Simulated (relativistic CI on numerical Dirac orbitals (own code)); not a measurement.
# Co³⁺: 3s photoemission with charge transfer

Aim: the 3s photoemission spectrum of Co³⁺ in a cubic metal-ligand cluster, for 5 values of Udd.

The numbers are computed with relativistic CI on numerical Dirac orbitals (own code) version 3 (charge-transfer multiplet model of a cubic metal-ligand cluster with up to 2 ligand holes, Slater and spin-orbit integrals from Dirac-Coulomb-Breit ions, Slater integrals scaled by 0.9), except any that are marked as measured or tabulated.

## (1) Starting point

| Item | Value |
| --- | --- |
| ion | Co³⁺ (Co IV) |
| nuclear charge | 27 |
| electrons | 24 |
| d electrons | 6 |
| ligand holes at most | 2 |
| parameters | in eV; Veg, Vt2g hoppings, tenDq and tenDqL metal and ligand splittings (negative tenDq: tetrahedral), red the scaling of hopping with a core hole |
| temperature | 20 K |
| widths | Lorentz 1.4 eV, Gauss 0.8 eV |

## (2) Udd = 7 eV

Settings, as recorded:

```ini
cluster ion=Co3+ d6 ligand_holes=2 slater_scale=0.9
Delta=4.1 Udd=7 Upd=8.4 tenDq=-0.45 tenDqL=0 Veg=1.4 Vt2g=-2.38 red=0.9
spectrum xps 3s T=20 lorentz=1.4 gauss=0.8
```

Started as:

```sh
> python run_levels.py task.json out
```

The settings of every run stand in task.json; they run in order.

Main fields of the result record, rounded, cut to the lines that bear on the results:

```text
status: converged
curve, one point in 7 above 2 % of the maximum [energy, intensity] [eV from the first main peak; 1/eV]:
  - [-3.5, 0.009033]
  - [-2.8, 0.01372]
  - [-2.1, 0.02347]
  - [-1.4, 0.04824]
  - [-0.7, 0.1145]
  - [0, 0.1776]
  - [0.7, 0.1116]
  - [1.4, 0.05009]
  - [2.1, 0.03064]
  - [2.8, 0.02403]
  - [3.5, 0.02005]
  - [4.2, 0.02086]
  - [4.9, 0.02321]
  - [5.6, 0.02394]
  - [6.3, 0.02745]
  - [7, 0.04441]
  - [7.7, 0.05103]
  - [8.4, 0.03995]
  - [9.1, 0.05045]
  - [9.8, 0.06881]
  - [10.5, 0.05553]
  - [11.2, 0.03646]
  - [11.9, 0.02737]
  - [12.6, 0.02019]
  - [13.3, 0.01384]
  - [14, 0.01133]
  - [14.7, 0.01134]
  - [15.4, 0.01182]
  - "... 12 more rows left out ..."
weights: [0.740411, 0.245116, 0.0144732]
n_d: 6.27406
n_eg: 3.03305
ground_S: 1.9977
ground_energy [eV]: -7.15897
cluster_levels [E_eV, degeneracy, S, weight_dn]:
  - [0, 1, 1.998, 0.7404]
  - [0.002765, 3, 1.998, 0.7404]
  - [0.005487, 2, 1.998, 0.7403]
  - [0.008989, 3, 1.999, 0.7403]
  - [0.01254, 1, 1.999, 0.7402]
  - [0.7868, 3, 1.997, 0.7638]
  - [0.8221, 3, 1.998, 0.7634]
  - [0.8233, 2, 1.998, 0.7633]
  - [0.871, 3, 1.998, 0.763]
  - [0.8729, 3, 1.998, 0.7629]
  - [0.8751, 1, 1.997, 0.7628]
  - [1.696, 3, 0.9989, 0.6082]
  - [1.698, 2, 1.001, 0.6079]
  - [1.734, 3, 1.002, 0.6088]
  - [1.743, 1, 1, 0.6095]
  - [2.405, 3, 0.9975, 0.6289]
  - [2.413, 2, 0.9993, 0.6283]
  - [2.432, 3, 0.9899, 0.6457]
  - [2.434, 3, 0.999, 0.6473]
  - [2.504, 3, 1.002, 0.6235]
  - [2.509, 1, 0.9992, 0.628]
  - [2.519, 3, 0.9927, 0.6285]
  - "... 2 more rows left out ..."
atomic [eV]: {"ground": {"F2dd": 11.3452, "F4dd": 7.08687, "zeta_d": 0.0711954}, "final": {"F2dd": 12.2659, "F4dd": 7.70426, "zeta_d": 0.0810984, "zeta_core": 0.0, "G2cd": 12.1404}}
```

It took 2.7 s on 1 thread of Neoverse-V1, shared host; peak memory 0.19 GiB.

## (3) Udd = 4.9 eV

Settings, as recorded:

```ini
cluster ion=Co3+ d6 ligand_holes=2 slater_scale=0.9
Delta=4.1 Udd=4.9 Upd=8.4 tenDq=-0.45 tenDqL=0 Veg=1.4 Vt2g=-2.38 red=0.9
spectrum xps 3s T=20 lorentz=1.4 gauss=0.8
```

Results of the run:

```text
status: converged
curve, one point in 11 above 2 % of the maximum [energy, intensity] [eV from the first main peak; 1/eV]:
  - [-3.2, 0.01033]
  - [-2.1, 0.02266]
  - [-1, 0.07661]
  - [0.1, 0.1666]
  - [1.2, 0.05933]
  - [2.3, 0.02898]
  - [3.4, 0.0217]
  - [4.5, 0.02283]
  - [5.6, 0.02833]
  - [6.7, 0.05234]
  - [7.8, 0.04175]
  - [8.9, 0.04631]
  - [10, 0.05903]
  - [11.1, 0.03692]
  - [12.2, 0.01954]
  - [13.3, 0.01249]
  - [14.4, 0.01153]
  - [15.5, 0.01923]
  - [16.6, 0.0366]
  - [17.7, 0.03456]
  - [18.8, 0.02016]
  - [19.9, 0.009933]
  - [21, 0.00626]
  - [22.1, 0.01019]
  - [23.2, 0.006595]
weights: [0.732633, 0.249327, 0.0180402]
n_d: 6.28541
n_eg: 3.03549
ground_S: 1.99765
ground_energy [eV]: -7.1929
cluster_levels [E_eV, degeneracy, S, weight_dn]:
  - [0, 1, 1.997, 0.7327]
  - [0.002751, 3, 1.998, 0.7326]
  - [0.00546, 2, 1.998, 0.7326]
  - [0.008944, 3, 1.999, 0.7325]
  - [0.01248, 1, 1.999, 0.7325]
  - [0.7949, 3, 1.997, 0.7573]
  - [0.8301, 3, 1.998, 0.7569]
  - [0.8312, 2, 1.998, 0.7568]
  - [0.8789, 3, 1.998, 0.7565]
  - [0.8808, 3, 1.998, 0.7564]
  - [0.8829, 1, 1.997, 0.7562]
  - [1.658, 3, 0.999, 0.5938]
  - [1.661, 2, 1.002, 0.5935]
  - [1.697, 3, 1.002, 0.5944]
  - [1.706, 1, 1, 0.5951]
  - [2.381, 3, 0.9969, 0.616]
  - [2.388, 2, 0.9993, 0.6157]
  - [2.41, 3, 0.9894, 0.6333]
  - [2.413, 3, 0.999, 0.6346]
  - [2.478, 3, 1.002, 0.6108]
  - [2.484, 1, 0.9992, 0.6151]
  - [2.495, 3, 0.9923, 0.6155]
  - "... 2 more rows left out ..."
atomic [eV]: {"ground": {"F2dd": 11.3452, "F4dd": 7.08687, "zeta_d": 0.0711954}, "final": {"F2dd": 12.2659, "F4dd": 7.70426, "zeta_d": 0.0810984, "zeta_core": 0.0, "G2cd": 12.1404}}
```

Wall time 2.6 s (1 thread of Neoverse-V1, shared host); peak memory 0.19 GiB.

## (4) Udd = 5.6 eV

Settings, as recorded:

```ini
cluster ion=Co3+ d6 ligand_holes=2 slater_scale=0.9
Delta=4.1 Udd=5.6 Upd=8.4 tenDq=-0.45 tenDqL=0 Veg=1.4 Vt2g=-2.38 red=0.9
spectrum xps 3s T=20 lorentz=1.4 gauss=0.8
```

Results of the run:

```text
status: converged
curve, one point in 11 above 2 % of the maximum [energy, intensity] [eV from the first main peak; 1/eV]:
  - [-3.3, 0.009812]
  - [-2.2, 0.02086]
  - [-1.1, 0.06735]
  - [0, 0.1725]
  - [1.1, 0.06847]
  - [2.2, 0.02989]
  - [3.3, 0.02146]
  - [4.4, 0.02222]
  - [5.5, 0.02599]
  - [6.6, 0.04291]
  - [7.7, 0.04768]
  - [8.8, 0.04278]
  - [9.9, 0.06282]
  - [11, 0.04084]
  - [12.1, 0.02288]
  - [13.2, 0.01295]
  - [14.3, 0.01119]
  - [15.4, 0.01436]
  - [16.5, 0.03155]
  - [17.6, 0.03803]
  - [18.7, 0.02242]
  - [19.8, 0.01217]
  - [20.9, 0.006282]
  - [22, 0.00824]
  - [23.1, 0.006986]
weights: [0.735448, 0.247833, 0.0167196]
n_d: 6.28127
n_eg: 3.0346
ground_S: 1.99767
ground_energy [eV]: -7.18074
cluster_levels [E_eV, degeneracy, S, weight_dn]:
  - [0, 1, 1.998, 0.7355]
  - [0.002756, 3, 1.998, 0.7354]
  - [0.005469, 2, 1.998, 0.7354]
  - [0.00896, 3, 1.999, 0.7353]
  - [0.0125, 1, 1.999, 0.7353]
  - [0.792, 3, 1.997, 0.7597]
  - [0.8273, 3, 1.998, 0.7593]
  - [0.8284, 2, 1.998, 0.7592]
  - [0.8761, 3, 1.998, 0.7588]
  - [0.878, 3, 1.998, 0.7587]
  - [0.8801, 1, 1.997, 0.7586]
  - [1.672, 3, 0.999, 0.599]
  - [1.675, 2, 1.001, 0.5987]
  - [1.71, 3, 1.002, 0.5996]
  - [1.719, 1, 1, 0.6003]
  - [2.39, 3, 0.9971, 0.6207]
  - [2.397, 2, 0.9993, 0.6202]
  - [2.418, 3, 0.9896, 0.6379]
  - [2.42, 3, 0.999, 0.6392]
  - [2.487, 3, 1.002, 0.6154]
  - [2.493, 1, 0.9992, 0.6198]
  - [2.504, 3, 0.9925, 0.6202]
  - "... 2 more rows left out ..."
atomic [eV]: {"ground": {"F2dd": 11.3452, "F4dd": 7.08687, "zeta_d": 0.0711954}, "final": {"F2dd": 12.2659, "F4dd": 7.70426, "zeta_d": 0.0810984, "zeta_core": 0.0, "G2cd": 12.1404}}
```

Run time: 2.5 s. Hardware: 1 thread of Neoverse-V1, shared host; peak memory 0.19 GiB.

## (5) Udd = 8.4 eV

Settings, as recorded:

```ini
cluster ion=Co3+ d6 ligand_holes=2 slater_scale=0.9
Delta=4.1 Udd=8.4 Upd=8.4 tenDq=-0.45 tenDqL=0 Veg=1.4 Vt2g=-2.38 red=0.9
spectrum xps 3s T=20 lorentz=1.4 gauss=0.8
```

Results of the run:

```text
status: converged
curve, one point in 11 above 2 % of the maximum [energy, intensity] [eV from the first main peak; 1/eV]:
  - [-3.6, 0.008478]
  - [-2.5, 0.01661]
  - [-1.4, 0.04622]
  - [-0.3, 0.1614]
  - [0.8, 0.1081]
  - [1.9, 0.03496]
  - [3, 0.02253]
  - [4.1, 0.01956]
  - [5.2, 0.02324]
  - [6.3, 0.02291]
  - [7.4, 0.04587]
  - [8.5, 0.0415]
  - [9.6, 0.06735]
  - [10.7, 0.05613]
  - [11.8, 0.02658]
  - [12.9, 0.01945]
  - [14, 0.01233]
  - [15.1, 0.01173]
  - [16.2, 0.01188]
  - [17.3, 0.02431]
  - [18.4, 0.04147]
  - [19.5, 0.01753]
  - [20.6, 0.009928]
  - [21.7, 0.005274]
  - [22.8, 0.004118]
weights: [0.744642, 0.242712, 0.0126458]
n_d: 6.268
n_eg: 3.03174
ground_S: 1.99773
ground_energy [eV]: -7.14003
cluster_levels [E_eV, degeneracy, S, weight_dn]:
  - [0, 1, 1.998, 0.7447]
  - [0.002772, 3, 1.998, 0.7446]
  - [0.005503, 2, 1.998, 0.7446]
  - [0.009015, 3, 1.999, 0.7445]
  - [0.01258, 1, 1.999, 0.7445]
  - [0.7822, 3, 1.998, 0.7673]
  - [0.8176, 3, 1.998, 0.7669]
  - [0.8188, 2, 1.998, 0.7668]
  - [0.8665, 3, 1.998, 0.7665]
  - [0.8684, 3, 1.998, 0.7664]
  - [0.8707, 1, 1.997, 0.7663]
  - [1.716, 3, 0.9989, 0.616]
  - [1.719, 2, 1.001, 0.6157]
  - [1.754, 3, 1.002, 0.6166]
  - [1.762, 1, 1, 0.6173]
  - [2.418, 3, 0.9978, 0.6359]
  - [2.426, 2, 0.9993, 0.635]
  - [2.444, 3, 0.9901, 0.6523]
  - [2.445, 3, 0.999, 0.654]
  - [2.518, 3, 1.002, 0.6303]
  - [2.522, 1, 0.9992, 0.635]
  - [2.532, 3, 0.9929, 0.6354]
  - "... 2 more rows left out ..."
atomic [eV]: {"ground": {"F2dd": 11.3452, "F4dd": 7.08687, "zeta_d": 0.0711954}, "final": {"F2dd": 12.2659, "F4dd": 7.70426, "zeta_d": 0.0810984, "zeta_core": 0.0, "G2cd": 12.1404}}
```

It took 2.6 s on 1 thread of Neoverse-V1, shared host; peak memory 0.19 GiB.

## (6) Udd = 9.1 eV

Settings, as recorded:

```ini
cluster ion=Co3+ d6 ligand_holes=2 slater_scale=0.9
Delta=4.1 Udd=9.1 Upd=8.4 tenDq=-0.45 tenDqL=0 Veg=1.4 Vt2g=-2.38 red=0.9
spectrum xps 3s T=20 lorentz=1.4 gauss=0.8
```

Results of the run:

```text
status: converged
curve, one point in 11 above 2 % of the maximum [energy, intensity] [eV from the first main peak; 1/eV]:
  - [-3.7, 0.008258]
  - [-2.6, 0.01596]
  - [-1.5, 0.04324]
  - [-0.4, 0.1552]
  - [0.7, 0.1174]
  - [1.8, 0.03658]
  - [2.9, 0.02287]
  - [4, 0.01905]
  - [5.1, 0.02298]
  - [6.2, 0.02131]
  - [7.3, 0.04134]
  - [8.4, 0.04272]
  - [9.5, 0.06471]
  - [10.6, 0.06291]
  - [11.7, 0.0273]
  - [12.8, 0.01842]
  - [13.9, 0.01388]
  - [15, 0.01137]
  - [16.1, 0.01192]
  - [17.2, 0.01815]
  - [18.3, 0.04325]
  - [19.4, 0.02131]
  - [20.5, 0.009253]
  - [21.6, 0.005865]
weights: [0.746531, 0.241612, 0.0118578]
n_d: 6.26533
n_eg: 3.03117
ground_S: 1.99774
ground_energy [eV]: -7.13146
cluster_levels [E_eV, degeneracy, S, weight_dn]:
  - [0, 1, 1.998, 0.7465]
  - [0.002776, 3, 1.998, 0.7465]
  - [0.005511, 2, 1.998, 0.7465]
  - [0.009027, 3, 1.999, 0.7464]
  - [0.0126, 1, 1.999, 0.7464]
  - [0.7801, 3, 1.998, 0.7688]
  - [0.8155, 3, 1.998, 0.7685]
  - [0.8167, 2, 1.998, 0.7684]
  - [0.8645, 3, 1.998, 0.7681]
  - [0.8664, 3, 1.998, 0.768]
  - [0.8686, 1, 1.997, 0.7679]
  - [1.725, 3, 0.9989, 0.6194]
  - [1.728, 2, 1.001, 0.6191]
  - [1.763, 3, 1.002, 0.6201]
  - [1.771, 1, 1, 0.6208]
  - [2.424, 3, 0.998, 0.639]
  - [2.431, 2, 0.9993, 0.638]
  - [2.449, 3, 0.9902, 0.6552]
  - [2.45, 3, 0.999, 0.657]
  - [2.524, 3, 1.002, 0.6334]
  - [2.528, 1, 0.9992, 0.6381]
  - [2.538, 3, 0.993, 0.6385]
  - "... 2 more rows left out ..."
atomic [eV]: {"ground": {"F2dd": 11.3452, "F4dd": 7.08687, "zeta_d": 0.0711954}, "final": {"F2dd": 12.2659, "F4dd": 7.70426, "zeta_d": 0.0810984, "zeta_core": 0.0, "G2cd": 12.1404}}
```

Wall time 2.7 s (1 thread of Neoverse-V1, shared host); peak memory 0.19 GiB.

## (7) Comparison

| run | d count | weight without ligand hole | ground S | up to four highest peaks (% of the highest), eV from the first main peak |
| --- | --- | --- | --- | --- |
| Udd = 7 eV | 6.27 | 0.74 | 2.00 | 0.0 (100), 7.5 (30), 9.9 (39), 17.7 (23) |
| Udd = 4.9 eV | 6.29 | 0.73 | 2.00 | 0.0 (100), 7.0 (34), 9.7 (36), 17.1 (24) |
| Udd = 5.6 eV | 6.28 | 0.74 | 2.00 | 0.0 (100), 7.2 (32), 9.8 (37), 17.3 (23) |
| Udd = 8.4 eV | 6.27 | 0.74 | 2.00 | 0.0 (100), 7.8 (28), 10.0 (42), 18.2 (24) |
| Udd = 9.1 eV | 6.27 | 0.75 | 2.00 | 0.0 (100), 7.8 (27), 10.0 (44), 18.4 (24) |

## (8) Outcome

| quantity | value |
| --- | --- |
| d count | 6.27 to 6.29 |
| ground spin (effective S from ⟨S²⟩) | 2.00 |

In words: From Udd = 4.9 eV to Udd = 9.1 eV the ground-state d count goes from 6.29 to 6.27. In the first run d6 holds 74 % of the ground state. The cluster parameters are drawn, not fitted to a compound. The exchange splitting of an s hole comes out too large without intra-shell correlation.
